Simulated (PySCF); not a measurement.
**CdBr: bond curves at several levels of theory**

The task here is to estimate one member of a computed series from the others.

Method: Cd x2c-TZVPPall, Br x2c-TZVPPall, spin-free X2C with a Gaussian nucleus; program: PySCF 2.14.0.

The first run:

A driver script around PySCF takes these settings:

```yaml
atoms: Cd, Br
charge: 0
basis: Cd x2c-TZVPPall, Br x2c-TZVPPall
Hamiltonian: spin-free X2C with a Gaussian nucleus
basis_functions: 127
electrons_treated: 83
masses_in_u: 113.9034, 78.9183
levels: PBE0, PBE, r²SCAN, B2PLYP, TPSS, B3LYP, LDA, ωB97M-V, HF, MP2, SCS-MP2
grid: 80 radial by 434 angular points
occupations: held fixed by the projection of orbital angular momentum
dissociation_limit: Cd + Br, each in its ground configuration
starting_distance_in_angstrom: 2.515
values_of_2S_to_try: 1, 3
```

Among the steps run: Set-up; First curve: PBE0; Excited determinants; PBE; r²SCAN (meta-GGA); B2PLYP (double hybrid); TPSS; B3LYP (global hybrid GGA); LDA (local density); ωB97M-V; UHF.

One of the session's tables, all rows but one given; the rest of the session is left out.

It belongs to the step «The curves together». Energy (eV) from each level's lowest point:

| R (Å) | UHF | UHF-MP2 | UHF-SCS-MP2 | LDA | PBE |
| --- | --- | --- | --- | --- | --- |
| 2.157 | 0.966 | 0.657 | 0.734 | 0.619 | 0.850 |
| 2.257 | 0.434 | 0.247 | 0.293 | 0.233 | 0.382 |
| 2.357 | ? | ? | ? | ? | ? |
| 2.433 | 0.036 | 0.000 | 0.004 | 0.000 | 0.034 |
| 2.508 | 0.000 | 0.010 | 0.000 | 0.007 | 0.000 |
| 2.583 | 0.016 | 0.063 | 0.041 | 0.053 | 0.010 |
| 2.684 | 0.096 | 0.182 | 0.146 | 0.154 | 0.069 |
| 2.809 | 0.257 | 0.377 | 0.327 | 0.317 | 0.188 |
| 2.959 | 0.498 | 0.640 | 0.578 | 0.531 | 0.359 |
| 3.160 | 0.838 | 0.978 | 0.906 | 0.807 | 0.589 |

**Question.** Estimate the row for R (Å) = 2.357.

Worked estimate for «UHF». A straight line through the neighbours (2.257, 0.434) and (2.433, 0.036) gives 0.434 + (0.036 − 0.434) × (2.357 − 2.257) / (2.433 − 2.257) = 0.208; a parabola fitted to 4 rows on both sides gives 0.132.

As computed: UHF: 0.143; UHF-MP2: 0.050; UHF-SCS-MP2: 0.071; LDA: 0.048; PBE: 0.127. In «UHF» the line misses by +0.065 and the parabola by -0.011.

State 2 has its PBE0 minimum 5.17 eV higher. The other levels ran on the lowest alone.
